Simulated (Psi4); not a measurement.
# r2SCAN/def2-SVP (core potential) run of WCl4O (SMILES O=[W](Cl)(Cl)(Cl)Cl)

What is the vertical ionisation energy of WCl4O at r2SCAN/def2-SVP (core potential)? 

Program for the calculation: Psi4 1.11.

### 1 Starting point

WCl4O has 6 atoms, charge 0, and is taken as a singlet. As SMILES, `O=[W](Cl)(Cl)(Cl)Cl`. The shape is that of a PBE0-D4/def2-TZVP optimisation.

Bond lengths: O1–W2 1.668 Å, W2–Cl3 2.287 Å, W2–Cl4 2.287 Å, W2–Cl5 2.287 Å, W2–Cl6 2.287 Å. Angles: O1–W2–Cl3 104.0°, O1–W2–Cl4 103.9°, O1–W2–Cl5 103.9°, O1–W2–Cl6 103.9°, Cl3–W2–Cl4 152.1°, Cl3–W2–Cl5 86.7°, Cl3–W2–Cl6 86.7°, Cl4–W2–Cl5 86.7°, Cl4–W2–Cl6 86.7°, Cl5–W2–Cl6 152.1°.

### 2 Energy and gradient at r2SCAN/def2-SVP (core potential)

Input file cl4ow.json:

```json
{
  "schema_name": "qcschema_input",
  "schema_version": 1,
  "molecule": {
    "schema_name": "qcschema_molecule",
    "schema_version": 2,
    "symbols": ["O", "W", "Cl", "Cl", "Cl", "Cl"],
    "geometry": [-0.01899175, -3.301635, 0.35245282, -0.00096376, -0.16831791, 0.0179713, 3.61935465, 1.07321326, 2.02633443, -3.6093958, 0.66234901, -2.21160318, 2.13384095, 0.47139218, -3.68543837, -2.12386319, 1.26301735, 3.50028301],
    "molecular_charge": 0,
    "molecular_multiplicity": 1,
    "fix_symmetry": "c1",
    "fix_com": true,
    "fix_orientation": true
  },
  "driver": "gradient",
  "model": {
    "method": "r2scan",
    "basis": "def2-SVP"
  },
  "keywords": {
    "puream": true,
    "e_convergence": 1e-09,
    "d_convergence": 1e-08,
    "scf_type": "pk",
    "dft_radial_points": 99,
    "dft_spherical_points": 590
  }
}
```

Started as:

```
$ psi4 --qcschema cl4ow.json -n 1 --memory 2200MB
```

stdout:

```text
[...]
    !!!  WARNING: ECP capability is in beta. Please check occupations closely.  !!!
[...]
  Running in c1 symmetry.
[...]
  Nuclear repulsion =  611.276188651592065
[...]
  Multiplicity = 1
[...]
  Nalpha       = 45
  Nbeta        = 45
[...]
    Number of basis functions: 118
[...]
   @RKS iter   1: -1981.92970773188699    9.54607e-02   1.03006e-02 ADIIS/DIIS
[...]
   @RKS iter  14: -1982.62388243721693   -3.84262e-11   9.29288e-09 DIIS
[...]
    Orbital Energies [Eh]
    ---------------------
    Doubly Occupied:
       1A   -101.201274     2A   -101.201258     3A   -101.201243
       4A   -101.201237     5A    -19.056347     6A     -9.402395
       7A     -9.402390     8A     -9.402386     9A     -9.402384
      10A     -7.149413    11A     -7.149396    12A     -7.149390
      13A     -7.149385    14A     -7.145000    15A     -7.144990
      16A     -7.144985    17A     -7.144981    18A     -7.144861
      19A     -7.144858    20A     -7.144855    21A     -7.144852
      22A     -3.078195    23A     -1.751536    24A     -1.733142
      25A     -1.733142    26A     -0.945185    27A     -0.825731
      28A     -0.802889    29A     -0.798398    30A     -0.798390
      31A     -0.449073    32A     -0.445072    33A     -0.445070
      34A     -0.437150    35A     -0.428865    36A     -0.415668
[...]
  @RKS Final Energy: -1982.62388243721693
   => Energetics <=
    Nuclear Repulsion Energy =            611.2761886515920651
    One-Electron Energy =               -3975.2670955609446537
    Two-Electron Energy =                1510.4248588422042303
    DFT Exchange-Correlation Energy =    -129.0578343700684059
    Empirical Dispersion Energy =           0.0000000000000000
    VV10 Nonlocal Energy =                  0.0000000000000000
    Total Energy =                      -1982.6238824372169347
[...]
 Multipole Moments:
 ------------------------------------------------------------------------------------
     Multipole            Electronic (a.u.)      Nuclear  (a.u.)        Total (a.u.)
 ------------------------------------------------------------------------------------
 L = 1.  Multiply by 2.5417464519 to convert [e a0] to [Debye]
 Dipole X            :         -0.1721763            0.1734957            0.0013194
 Dipole Y            :        -29.9962622           30.2199899            0.2237277
 Dipole Z            :          3.2021064           -3.2259891           -0.0238827
 Magnitude           :                                                    0.2250027
[...]
  -Total Gradient:
     Atom            X                  Y                   Z
    ------   -----------------  -----------------  -----------------
       1        0.000115444955     0.020127421613    -0.002149535900
       2       -0.000068896718    -0.012533135411     0.001339613694
       3       -0.007521419639    -0.002124881607    -0.004225451819
       4        0.007498832971    -0.001270344187     0.004586744605
       5       -0.004435888744    -0.000875340213     0.007646003366
       6        0.004416534641    -0.002519391604    -0.007283246083
[...]
```

The result, in JSON:

```text
{
 "driver": "gradient",
 "model": {
  "method": "r2scan",
  "basis": "def2-SVP"
 },
 "success": true,
 "return_result": [0.00011544495516494554, 0.02012742161298764, -0.0021495359002710462, -6.88967181468427e-05, -0.012533135410688345, 0.001339613694158838, -0.007521419639058086, -0.002124881606863492, -0.0042254518192842705, 0.007498832970522229, -0.0012703441872987803, 0.004586744604698795, -0.004435888744201449, -0.0008753402128689435, 0.007646003366003545, 0.004416534641457817, -0.002519391603849258, -0.007283246083419265],
 "properties": {
  "calcinfo_nbasis": 118,
  "calcinfo_nmo": 118,
  "calcinfo_nalpha": 45,
  "calcinfo_nbeta": 45,
  "calcinfo_natom": 6,
  "nuclear_repulsion_energy": 611.2761886515921,
  "return_energy": -1982.623882437217,
  "return_gradient": [0.00011544495516494554, 0.02012742161298764, -0.0021495359002710462, -6.88967181468427e-05, -0.012533135410688345, 0.001339613694158838, -0.007521419639058086, -0.002124881606863492, -0.0042254518192842705, 0.007498832970522229, -0.0012703441872987803, 0.004586744604698795, -0.004435888744201449, -0.0008753402128689435, 0.007646003366003545, 0.004416534641457817, -0.002519391603849258, -0.007283246083419265],
  "scf_one_electron_energy": -3975.2670955609447,
  "scf_two_electron_energy": 1510.4248588422042,
  "scf_xc_energy": -129.0578343700684,
  "scf_dipole_moment": [0.001319397096153807, 0.22372769268647374, -0.02388270708507534],
  "scf_total_energy": -1982.623882437217,
  "scf_total_gradient": [0.00011544495516494554, 0.02012742161298764, -0.0021495359002710462, -6.88967181468427e-05, -0.012533135410688345, 0.001339613694158838, -0.007521419639058086, -0.002124881606863492, -0.0042254518192842705, 0.007498832970522229, -0.0012703441872987803, 0.004586744604698795, -0.004435888744201449, -0.0008753402128689435, 0.007646003366003545, 0.004416534641457817, -0.002519391603849258, -0.007283246083419265],
  "scf_iterations": 14
 }
}
```

It took 89 s on 1 thread of Intel Xeon Platinum 8259CL at 2.50GHz (Skylake/Cascade Lake), shared host; peak memory 0.68 GiB.

### 3 The doublet cation: the energy at U-r2SCAN/def2-SVP (core potential)

Input file cl4ow.xyz:

```xyz
6
Cl4OW
O     -0.010050    -1.747150     0.186510
W     -0.000510    -0.089070     0.009510
Cl     1.915280     0.567920     1.072290
Cl    -1.910010     0.350500    -1.170330
Cl     1.129180     0.249450    -1.950250
Cl    -1.123900     0.668360     1.852270
```

Input file run.py:

```python
import psi4

psi4.set_memory('2200 MB')
psi4.set_num_threads(1)
psi4.set_output_file('psi4.out', False)

with open('cl4ow.xyz') as f:
    atoms = ''.join(f.readlines()[2:])
m = psi4.geometry('1 2\n' + atoms + 'symmetry c1\nno_reorient\nno_com')

options = {'basis': 'def2-SVP', 'reference': 'uks', 'puream': True, 'e_convergence': 1e-09, 'd_convergence': 1e-08, 'scf_type': 'pk', 'dft_radial_points': 99, 'dft_spherical_points': 590, 'maxiter': 100}
psi4.set_options(options)

result, w = psi4.energy('r2scan', return_wfn=True)
print('E =', round(result, 9))
```

Started as:

```
$ python run.py
```

psi4.out:

```text
[...]
    !!!  WARNING: ECP capability is in beta. Please check occupations closely.  !!!
[...]
  Running in c1 symmetry.
[...]
  Nuclear repulsion =  611.276188558366357
[...]
  Multiplicity = 2
[...]
  Nalpha       = 45
  Nbeta        = 44
[...]
    Number of basis functions: 118
[...]
   @UKS iter   1: -1981.50171794610947    5.18630e-01   1.05050e-02 DIIS/ADIIS
[...]
   @UKS iter  18: -1982.22971186856694   -1.81899e-12   6.36056e-09 DIIS
[...]
   @S^2 Observed:                7.571602867E-01
[...]
    Orbital Energies [Eh]
    ---------------------
    Alpha Occupied:
       1A   -101.428007     2A   -101.427991     3A   -101.427975
       4A   -101.427969     5A    -19.252359     6A     -9.627047
       7A     -9.627041     8A     -9.627037     9A     -9.627035
      10A     -7.374954    11A     -7.374944    12A     -7.374939
      13A     -7.374934    14A     -7.372858    15A     -7.372841
      16A     -7.372835    17A     -7.372830    18A     -7.367879
      19A     -7.367877    20A     -7.367873    21A     -7.367870
      22A     -3.275149    23A     -1.947223    24A     -1.931414
      25A     -1.931413    26A     -1.135477    27A     -1.044265
      28A     -1.021973    29A     -1.017678    30A     -1.017670
      31A     -0.649414    32A     -0.642818    33A     -0.640186
      34A     -0.640184    35A     -0.632225    36A     -0.622502
[...]
  @UKS Final Energy: -1982.22971186856694
   => Energetics <=
    Nuclear Repulsion Energy =            611.2761885583663570
    One-Electron Energy =               -3956.1298138158626898
    Two-Electron Energy =                1491.2762831345457926
    DFT Exchange-Correlation Energy =    -128.6523697456165110
    Empirical Dispersion Energy =           0.0000000000000000
    VV10 Nonlocal Energy =                  0.0000000000000000
    Total Energy =                      -1982.2297118685669375
[...]
 Multipole Moments:
 ------------------------------------------------------------------------------------
     Multipole            Electronic (a.u.)      Nuclear  (a.u.)        Total (a.u.)
 ------------------------------------------------------------------------------------
 L = 1.  Multiply by 2.5417464519 to convert [e a0] to [Debye]
 Dipole X            :         -0.1693234            0.1734958            0.0041724
 Dipole Y            :        -29.4953148           30.2199900            0.7246752
 Dipole Z            :          3.1486445           -3.2259893           -0.0773448
 Magnitude           :                                                    0.7288030
[...]
```

The script printed:

```text
E = -1982.229711869
```

Wall time 1.9 min (1 thread of Intel Xeon Platinum 8259CL at 2.50GHz (Skylake/Cascade Lake), shared host); peak memory 0.7 GiB.

### 4 Outcome

At r2SCAN/def2-SVP (core potential):

```
                                          quantity           value
                       singlet WCl4O: total energy  -1982.62388 Eh
                      singlet WCl4O: dipole moment          0.57 D
                        singlet WCl4O: HOMO energy        -8.03 eV
                        singlet WCl4O: LUMO energy        -5.69 eV
                      singlet WCl4O: HOMO–LUMO gap         2.34 eV
           singlet WCl4O: largest force on an atom      1.041 eV/Å
                      doublet cation: total energy  -1982.22971 Eh
doublet cation: HOMO energy (highest over α and β)       -14.15 eV
 doublet cation: LUMO energy (lowest over α and β)       -13.41 eV
                              doublet cation: ⟨S²⟩           0.757
vertical ionisation energy (to the doublet cation)       10.726 eV
```

In words: Removing an electron at fixed nuclei costs 10.73 eV (247 kcal/mol). The largest force (singlet WCl4O) is 1.04 eV/Å: the shape isn't a stationary point for this species at this level. −ε(HOMO) before ionisation, 8.03 eV, is 2.70 eV below this ionisation energy.
